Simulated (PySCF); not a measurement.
# Ways to converge the SCF of AlSe

Do solver options change the result for AlSe, or only the number of cycles?

Computed with PySCF 2.14.0. Level: method and basis as typed in the scripts.

4 further runs of the same task are left out: 4 that didn't finish.

## 1. The starting structure

AlSe: 2 atoms, charge 0, spin multiplicity 2.

Bond lengths: Al1–Se2 2.425 Å.

## 2. Base script

Contents of input.py:

```python
from pyscf import gto, dft

mol = gto.M(
    atom='Al 0 0 0; Se 0 0 2.425',
    basis='3-21g',
    charge=0,
    spin=1,
    verbose=4,
)
mf = dft.UKS(mol, xc='scan')
mf.kernel()
mf.dip_moment()
print('orbital energies (hartree):', [e[max(0, n-3):n+3].round(4) for e, n in zip(mf.mo_energy, mol.nelec)])
```

Run with:

```bash
$ OMP_NUM_THREADS=1 python input.py
```

Its log is not repeated here.

In short: E(SCF) = -2631.427891 Eh, 12 cycles, ⟨S²⟩ = 0.765, μ = 3.48 D.

The bond length is a typed value, not an optimised one.

## 3. Initial guess vsap

Variant 1 changes initial guess: minao → vsap.

Contents of input.py:

```python
from pyscf import gto, dft

mol = gto.M(
    atom='Al 0 0 0; Se 0 0 2.425',
    basis='3-21g',
    charge=0,
    spin=1,
    verbose=4,
)
mf = dft.UKS(mol, xc='scan')
mf.init_guess = 'vsap'
mf.kernel()
mf.dip_moment()
print('orbital energies (hartree):', [e[max(0, n-3):n+3].round(4) for e, n in zip(mf.mo_energy, mol.nelec)])
```

Run with:

```bash
$ OMP_NUM_THREADS=1 python input.py
```

## 4. Convergence threshold 1e-11 hartree

Variant 2 changes convergence threshold: default → 1e-11 hartree.

Edit input.py of step 2 so:

```diff
@@ -10,2 +10,3 @@
 mf = dft.UKS(mol, xc='scan')
+mf.conv_tol = 1e-11
 mf.kernel()
```

## 5. DIIS space 20

Variant 3 changes DIIS space: default → 20.

Edit input.py of step 2 so:

```diff
@@ -10,2 +10,3 @@
 mf = dft.UKS(mol, xc='scan')
+mf.diis_space = 20
 mf.kernel()
```

Q: Predict the outcome of this session. Wanted: for each run, E(SCF); from base; gap, α spin; SCF dipole.

The runs gave:

```
                                run  E(SCF) (hartree)  from base (eV)  cycles  gap, α spin (eV)  SCF dipole (D)
                               base      -2631.427891               0      12              3.15            3.48
                 initial guess vsap      -2631.427891          0.0000      14              3.15            3.48
convergence threshold 1e-11 hartree      -2631.427891          0.0000      14              3.15            3.48
                      DIIS space 20      -2631.427891          0.0000      12              3.15            3.48
```

Distance from each run's final energy (log10 hartree) by cycle:

```
                                run  cycle 1  cycle 2  cycle 3  cycle 5  cycle 8  cycle 12
                               base     -0.7      0.5     -2.3     -3.2     -5.8     -11.0
                 initial guess vsap      0.4      0.5     -0.7     -2.9     -4.8      -7.9
convergence threshold 1e-11 hartree     -0.7      0.5     -2.3     -3.2     -5.8     -10.7
                      DIIS space 20     -0.7      0.5     -2.3     -3.2     -5.8     -10.2
```

**Reading.** The SCF energy stays the same, to the digits that matter, with initial guess vsap or convergence threshold 1e-11 hartree or DIIS space 20. With initial guess vsap, DIIS space 20 the path hardly changes: 12 to 14 cycles against 12.
